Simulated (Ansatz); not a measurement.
# C2H6AlF: the cost of one run

Program: Ansatz 0.2.0, Gaussian basis. Level of theory: the settings change from run to run. These are calculated values, not measurements.

### 1 The relaxed structure

An earlier PBE0-D4 in a triple-zeta def2 set relaxation fixed the geometry.

SMILES `[CH3][AlH][CH2]F`, 10 atoms, charge 0, spin multiplicity 1.

Atoms are counted from 1 here; the program's logs count them from 0.

Bond lengths: C1–Al2 1.952 Å, C1–H5 1.096 Å, C1–H6 1.093 Å, C1–H7 1.096 Å, Al2–C3 1.984 Å, Al2–H8 1.587 Å, C3–F4 1.399 Å, C3–H9 1.099 Å, C3–H10 1.099 Å. Angles: Al2–C1–H5 110.7°, Al2–C1–H6 113.6°, Al2–C1–H7 110.7°, H5–C1–H6 107.7°, H5–C1–H7 106.1°, H6–C1–H7 107.7°, C1–Al2–C3 118.7°, C1–Al2–H8 121.7°, C3–Al2–H8 119.6°, Al2–C3–F4 112.6°, Al2–C3–H9 111.7°, Al2–C3–H10 111.7°, F4–C3–H9 107.5°, F4–C3–H10 107.5°, H9–C3–H10 105.4°.

### 2 wB97X/x2c-TZVPPall

This run has charge -1, multiplicity 2, a point charge of -1.00 e beside it, high accuracy.

in.yaml

```yaml
crystal:
  periodic: [false, false, false]
  atoms:
    - {symbol: C, position_ang: [-1.328482, 0.778985, -0.772224]}
    - {symbol: Al, position_ang: [-0.086559, -0.664051, -0.342997]}
    - {symbol: C, position_ang: [1.357737, -0.319570, 0.973372]}
    - {symbol: F, position_ang: [2.172608, -1.437492, 1.183062]}
    - {symbol: H, position_ang: [-2.359545, 0.480485, -0.553227]}
    - {symbol: H, position_ang: [-1.127072, 1.705003, -0.228143]}
    - {symbol: H, position_ang: [-1.299810, 1.008188, -1.843139]}
    - {symbol: H, position_ang: [-0.206075, -2.094991, -1.019363]}
    - {symbol: H, position_ang: [0.953503, -0.016500, 1.949408]}
    - {symbol: H, position_ang: [2.006795, 0.508745, 0.656350]}
basis:
  gaussian: {orbitals: x2c-TZVPPall, point_charges: [{charge: -1.00, position_ang: [5.405, -0.772, 0.362]}]}
total_charge: -1
magnetization: {spin_polarized: true, initial_magnetization: 1}
hamiltonian: {xc: {name: wB97X}}
accuracy: high
output: {forces: true}
```

Launch:

```bash
> ansatz run in.yaml --threads 2 --pin off --events-out ev --progress --plain --max-ram 4352MiB
```

Q: Estimate wall time and peak memory on 2 threads of Arm Neoverse V2, shared host.

About 2.2 min, with a peak of 2.1 GiB.
